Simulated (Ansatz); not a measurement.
# GeNH4Cl (SMILES [NH2][GeH2][Cl]) at revPBE/cc-pVDZ

Aim: the vertical ionisation energy of GeNH4Cl at revPBE/cc-pVDZ, from 2 runs. 

The calculation is run with Ansatz 0.2.0.

68 further runs of the same task are left out: 68 set aside as unsound or not needed.

**1. The structure to begin with**

GeNH4Cl has 7 atoms, charge 0, and is taken as a singlet. As SMILES, `[NH2][GeH2][Cl]`. The shape is that of a PBE0-D4/def2-TZVP optimisation. This is one conformer, not always the lowest.

Bond lengths: N1–Ge2 1.818 Å, Ge2–Cl3 2.176 Å, N1–H4 1.010 Å, N1–H5 1.010 Å, Ge2–H6 1.530 Å, Ge2–H7 1.530 Å. Angles: N1–Ge2–Cl3 112.8°, N1–Ge2–H6 108.7°, N1–Ge2–H7 108.7°, Cl3–Ge2–H6 105.8°, Cl3–Ge2–H7 105.8°, Ge2–N1–H4 115.0°, Ge2–N1–H5 115.0°, H6–Ge2–H7 115.1°, H4–N1–H5 109.1°.

**2. The energy at revPBE/cc-pVDZ**

Input file job.yaml:

```yaml
basis:
  gaussian: {orbitals: cc-pVDZ}
crystal:
  periodic: [false, false, false]
  atoms:
    - symbol: "N"
      position_ang: [-0.792900, 0.515500, -0.722700]
    - symbol: Ge
      position_ang: [0.579900, 0.003300, 0.353200]
    - symbol: Cl
      position_ang: [0.394500, -2.054600, 1.034500]
    - symbol: H
      position_ang: [-1.700900, 0.526800, -0.279600]
    - symbol: H
      position_ang: [-0.858900, 0.014700, -1.597700]
    - symbol: H
      position_ang: [0.559300, 0.864900, 1.617200]
    - symbol: H
      position_ang: [1.880200, 0.061300, -0.450600]
accuracy: high
output: {orbitals: {seedname: orbitals}}
hamiltonian: {xc: {name: revPBE}}
```

On the command line:

```sh
$ ansatz run job.yaml --threads 1 --pin off --max-ram 3480MiB --events-out events.jsonl --progress --plain --runs-dir runs
```

What it wrote:

```text
Warning: RAYON_NUM_THREADS=1 ignored (pool sized by the plan → 1); use --threads N
Functional definition: revPBE
  name "revPBE"
  parameter kappa = 1.245
  parameter beta = 0.06672455060314922
  exchange = pbe_x(kappa = kappa, mu = beta*pi^2/3)
  correlation = pbe_c(beta = beta)
1818 factors; integrals over basis functions are off by at most 4.5e-9 eV
mean field evaluation 1: about -70582.3594 eV, gradient 5.9e1 eV
mean field evaluation 2: about -70542.9281 eV, gradient 1.2e2 eV
mean field evaluation 4: about -70589.2950 eV, gradient 8.9e0 eV
mean field evaluation 8: about -70589.5167 eV, gradient 1.2e-1 eV
mean field evaluation 16: about -70589.5168 eV, gradient 2.4e-6 eV
mean field -70589.51675125 eV, -2594.1168933154 hartree, gradient 1.2e-8 eV, S^2 0.000000; 0 other end points of the search recorded, 0 dependent functions left out
reference -70589.51675511 eV, -2594.1168934575 hartree; 30, 30 occupied and 49, 49 virtual orbitals, 1818 factors
Total energy: -70589.51675511 eV, -2594.1168934575 hartree
```

Wall time 6.9 s (1 thread of Arm Neoverse V1, shared host); peak memory 0.19 GiB.

**3. The doublet cation at the same level**

Input file input.yaml:

```yaml
crystal:
  periodic: [false, false, false]
  atoms:
    - {symbol: "N", position_ang: [-0.792900, 0.515500, -0.722700]}
    - {symbol: Ge, position_ang: [0.579900, 0.003300, 0.353200]}
    - {symbol: Cl, position_ang: [0.394500, -2.054600, 1.034500]}
    - {symbol: H, position_ang: [-1.700900, 0.526800, -0.279600]}
    - {symbol: H, position_ang: [-0.858900, 0.014700, -1.597700]}
    - {symbol: H, position_ang: [0.559300, 0.864900, 1.617200]}
    - {symbol: H, position_ang: [1.880200, 0.061300, -0.450600]}
basis:
  gaussian:
    orbitals: cc-pVDZ
total_charge: 1
magnetization:
  spin_polarized: true
  initial_magnetization: 1
hamiltonian:
  xc: {name: revPBE}
accuracy: high
output: {orbitals: {seedname: orbitals}}
```

On the command line:

```sh
$ ansatz run input.yaml --threads 1 --pin off --max-ram 3480MiB --events-out events.jsonl --progress --plain --runs-dir runs
```

What it wrote, cut to the lines that bear on the results:

```text
Warning: RAYON_NUM_THREADS=1 ignored (pool sized by the plan → 1); use --threads N
[... 6 set-up lines as earlier in the session ...]
1817 factors; integrals over basis functions are off by at most 4.5e-9 eV
mean field evaluation 1: about -70564.8620 eV, gradient 5.8e1 eV
mean field evaluation 2: about -70491.2319 eV, gradient 1.1e2 eV
mean field evaluation 4: about -70574.5571 eV, gradient 2.7e1 eV
mean field evaluation 8: about -70579.2097 eV, gradient 9.0e0 eV
mean field evaluation 16: about -70579.8067 eV, gradient 9.3e-2 eV
mean field evaluation 32: about -70578.0785 eV, gradient 1.3e1 eV
mean field -70579.80762755 eV, -2593.7600896005 hartree, gradient 2.0e-8 eV, S^2 0.754853; 5 other end points of the search recorded, 0 dependent functions left out
reference -70579.80763148 eV, -2593.7600897450 hartree; 30, 29 occupied and 49, 50 virtual orbitals, 1817 factors
Total energy: -70579.80763148 eV, -2593.7600897450 hartree
```

Run time: 31 s. Hardware: 1 thread of Arm Neoverse V1, shared host; peak memory 0.26 GiB.

**4. Outcome**

At revPBE/cc-pVDZ:

| quantity | value |
| --- | --- |
| singlet GeNH4Cl: total energy | -2594.11689 Eh |
| singlet GeNH4Cl: HOMO energy | -6.20 eV |
| singlet GeNH4Cl: LUMO energy | -0.32 eV |
| singlet GeNH4Cl: HOMO–LUMO gap | 5.88 eV |
| doublet cation: total energy | -2593.76009 Eh |
| doublet cation: HOMO energy (highest over α and β) | -13.10 eV |
| doublet cation: LUMO energy (lowest over α and β) | -13.08 eV |
| doublet cation: ⟨S²⟩ | 0.755 |
| vertical ionisation energy (to the doublet cation) | 9.709 eV |

What this shows: Removing an electron at fixed nuclei costs 9.71 eV (937 kJ/mol). The negative HOMO energy of the first species, 6.20 eV, lies 3.51 eV below that difference.
